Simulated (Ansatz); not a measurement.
**GeCl₃F: basis-set convergence**

One table from this session's results is given with a row withheld; the runs are named, their logs left out.

Program: Ansatz 0.2.0, Gaussian basis. Level of theory: one geometry, several basis sets. These are calculated values, not measurements.

The runs, in order: PBE0-D4/def2-SVP; ωB97M-V/def2-SVP; PBE0-D4/def2-QZVPP; ωB97M-V/def2-QZVPP; the functionals' def2-TZVPP values are taken from earlier runs.

## The relaxed structure

The geometry comes from an earlier relaxation with PBE0-D4 in a triple-zeta def2 set; it is a stationary point.

SMILES `[F][Ge]([Cl])([Cl])[Cl]`, 5 atoms, charge 0, spin multiplicity 1.

Atoms are counted from 1 here; the program's logs count them from 0.

Bond lengths: F1–Ge2 1.711 Å, Ge2–Cl3 2.106 Å, Ge2–Cl4 2.106 Å, Ge2–Cl5 2.106 Å. Angles: F1–Ge2–Cl3 107.7°, F1–Ge2–Cl4 107.7°, F1–Ge2–Cl5 107.7°, Cl3–Ge2–Cl4 111.2°, Cl3–Ge2–Cl5 111.2°, Cl4–Ge2–Cl5 111.2°.

The first run:

The input, in.yaml:

```yaml
crystal:
  periodic: [false, false, false]
  atoms:
    - {symbol: F, position_ang: [-0.963720, 0.200570, 1.432432]}
    - {symbol: Ge, position_ang: [-0.012863, -0.009682, 0.025505]}
    - {symbol: Cl, position_ang: [1.473796, -1.435317, 0.466306]}
    - {symbol: Cl, position_ang: [-1.285764, -0.685415, -1.510719]}
    - {symbol: Cl, position_ang: [0.838452, 1.856146, -0.454925]}
basis:
  gaussian: {orbitals: def2-SVP}
hamiltonian: {xc: pbe0, dispersion: d4}
output: {orbitals: {seedname: orbitals}}
```

The run is started by

```
$ ansatz run in.yaml --threads 4 --pin off --events-out ev --progress --plain --max-ram 10444MiB
```

Among the steps run: PBE0-D4 in def2-SVP; ωB97M-V in def2-SVP; PBE0-D4 in def2-QZVPP; ωB97M-V in def2-QZVPP.

One table of the session follows, with a row left open; its other results are not shown here.

It belongs to the step «Functionals by basis». 

```
functional       basis  HOMO (eV)  LUMO (eV)
   PBE0-D4    def2-SVP      -9.70      -1.87
   PBE0-D4  def2-TZVPP          ?          ?
   PBE0-D4  def2-QZVPP      -9.84      -2.13
   ωB97M-V    def2-SVP     -11.90       0.38
   ωB97M-V  def2-TZVPP     -12.08       0.07
   ωB97M-V  def2-QZVPP     -12.12      -0.08
```

**Question.** Estimate the row for PBE0-D4, def2-TZVPP.

**Answer.** HOMO (eV): -9.82; LUMO (eV): -2.05. In the column «HOMO (eV)» it lies between PBE0-D4, def2-QZVPP (-9.84) and PBE0-D4, def2-SVP (-9.70).
